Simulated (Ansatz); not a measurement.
# CH8N2Si2: up Jacob's ladder to CCSD(T)

The task here is to estimate one member of a computed series from the others.

Computed with Ansatz 0.2.0, Gaussian basis. Level: functionals in def2-TZVPP, the program's frozen cores in correlated methods.

The runs, in order: LDA (SPW92), PBE-D4, revPBE-D4, BLYP-D4, r2SCAN-D4, B97M-V, PBE0-D4, B3LYP-D4, r2SCANh-D4, r2SCAN0-D4, HSE06-D4, BHLYP-D4, CAM-B3LYP-D4, LC-ωPBE, ωB97X-V, ωB97M-V, B2PLYP, PBE-QIDH; CCSD(T)/def2-SVP; CCSD(T)/def2-TZVPP; MP2/def2-QZVPP; extrapolation to the limit; RPA on PBE.

**The geometry**

All runs share one geometry, relaxed beforehand with PBE0-D4 in a triple-zeta def2 set.

13 atoms, charge 0, spin multiplicity 1.

Atoms are counted from 1 here; the program's logs count them from 0.

Bond lengths: C1–N2 1.257 Å, C1–H6 1.103 Å, C1–H7 1.097 Å, N2–Si3 1.745 Å, Si3–N4 1.716 Å, Si3–H8 1.492 Å, Si3–H9 1.483 Å, N4–Si5 1.727 Å, N4–H10 1.011 Å, Si5–H11 1.489 Å, Si5–H12 1.485 Å, Si5–H13 1.488 Å. Angles: N2–C1–H6 124.1°, N2–C1–H7 120.6°, H6–C1–H7 115.3°, C1–N2–Si3 123.3°, N2–Si3–N4 111.7°, N2–Si3–H8 110.4°, N2–Si3–H9 106.0°, N4–Si3–H8 107.9°, N4–Si3–H9 109.3°, H8–Si3–H9 111.6°, Si3–N4–Si5 127.6°, Si3–N4–H10 115.5°, Si5–N4–H10 116.2°, N4–Si5–H11 112.4°, N4–Si5–H12 106.9°, N4–Si5–H13 111.4°, H11–Si5–H12 109.2°, H11–Si5–H13 107.4° and more.

Set-up of the first run:

in.yaml reads:

```yaml
crystal:
  periodic: [false, false, false]
  atoms:
    - {symbol: C, position_ang: [-1.956074, -1.026193, 1.406753]}
    - {symbol: N, position_ang: [-1.634695, 0.082842, 0.909277]}
    - {symbol: Si, position_ang: [-0.899064, 0.250828, -0.664423]}
    - {symbol: N, position_ang: [0.618052, 1.048198, -0.572605]}
    - {symbol: Si, position_ang: [2.170830, 0.333235, -0.328932]}
    - {symbol: H, position_ang: [-1.806153, -1.996235, 0.903583]}
    - {symbol: H, position_ang: [-2.416150, -1.079481, 2.400912]}
    - {symbol: H, position_ang: [-0.675417, -1.090014, -1.278604]}
    - {symbol: H, position_ang: [-1.836866, 1.070949, -1.469550]}
    - {symbol: H, position_ang: [0.576163, 2.056146, -0.510677]}
    - {symbol: H, position_ang: [2.754189, 0.683962, 0.995107]}
    - {symbol: H, position_ang: [1.985817, -1.137801, -0.405358]}
    - {symbol: H, position_ang: [3.139869, 0.768963, -1.370684]}
basis:
  gaussian: {orbitals: def2-TZVPP}
hamiltonian: {xc: lda}
output: {orbitals: {seedname: orbitals}}
```

Among the steps run: LDA; PBE-D4 (GGA); revPBE-D4 (GGA); BLYP-D4 (GGA); r2SCAN-D4 (meta-GGA); B97M-V (meta-GGA); PBE0-D4 (hybrid); B3LYP-D4 (hybrid); r2SCANh-D4 (hybrid); r2SCAN0-D4 (hybrid); HSE06-D4 (hybrid); BHLYP-D4 (hybrid); CAM-B3LYP-D4 (range-separated); LC-ωPBE (range-separated); ωB97X-V (range-separated); ωB97M-V (range-separated); B2PLYP (double hybrid); PBE-QIDH (double hybrid).

One of the session's tables, all rows but one given; the rest of the session is left out.

It belongs to the step «Orbital energies across the functionals». 

| functional | HOMO (eV) | gap (eV) |
| --- | --- | --- |
| LDA (SPW92) | -5.79 | 3.49 |
| PBE-D4 | -5.70 | 3.65 |
| revPBE-D4 | -5.66 | 3.69 |
| BLYP-D4 | -5.61 | 3.70 |
| r2SCAN-D4 | -5.97 | 4.14 |
| B97M-V | ? | ? |
| PBE0-D4 | -7.08 | 6.15 |
| B3LYP-D4 | -6.88 | 5.70 |
| r2SCANh-D4 | -6.49 | 5.08 |
| r2SCAN0-D4 | -7.28 | 6.47 |
| HSE06-D4 | -6.68 | 5.36 |
| BHLYP-D4 | -8.43 | 8.69 |
| CAM-B3LYP-D4 | -8.49 | 8.76 |
| LC-ωPBE | -9.81 | 11.31 |
| ωB97X-V | -9.50 | 10.90 |
| ωB97M-V | -9.42 | 10.65 |

**Question.** Estimate the row for B97M-V.

**Answer.** HOMO (eV): -6.17; gap (eV): 4.39. In the column «HOMO (eV)» it lies between r2SCANh-D4 (-6.49) and r2SCAN-D4 (-5.97).
